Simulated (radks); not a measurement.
# Fractional charge and spin in the 6s shell of hafnium

One table from this session's results is given with a row withheld; the runs are named, their logs left out.

Method: scalar-relativistic Kohn-Sham, r2SCAN, spin-polarised, spherical densities, finite nucleus. Code: radks (a radial shooting solver on a logarithmic mesh, Libxc functionals) version 1.

**Starting point**

| Property | Result |
| --- | --- |
| element | hafnium (Z = 72) |
| configuration | [Xe] 4f14 5d(up 1, down 1) 6s(up 1, down 1) |
| nuclear rms radius | 5.347 fm |

A shell typed twice in an input gives spin up, then spin down.

Set-up of the first run:

Settings of this run:

```text
Z 72
configuration [Xe] 4f14 5d1 5d1 6s1 6s1
relativity scalar-relativistic
functional r2scan,r2scan
spin polarised
nucleus finite rms 5.347 fm
c 137.035999084
```

Among the steps run: 6s: up 1, down 1.

One table of the session follows, with a row left open; its other results are not shown here.

Sizes of the orbitals, from the radial functions (bohr):

| level | <r> | outermost maximum (interpolated) | 90 % within | nodes |
| --- | --- | --- | --- | --- |
| 4s | 0.4684 | 0.437 | 0.672 | 3 |
| 4p | 0.4975 | 0.458 | 0.723 | 2 |
| 4d | ? | ? | ? | ? |
| 5s | 1.138 | 1.02 | 1.64 | 4 |
| 5p | 1.340 | 1.16 | 1.97 | 3 |
| 4f | 0.6761 | 0.456 | 1.15 | 0 |
| 6s | 3.477 | 2.94 | 5.15 | 5 |
| 5d | 2.492 | 1.67 | 4.16 | 2 |

Q: Estimate the row for 4d from the others.

As computed: <r>: 0.5353; outermost maximum (interpolated): 0.471; 90 % within: 0.803; nodes: 1. In the column «<r>» it lies between 4p (0.4975) and 4f (0.6761).
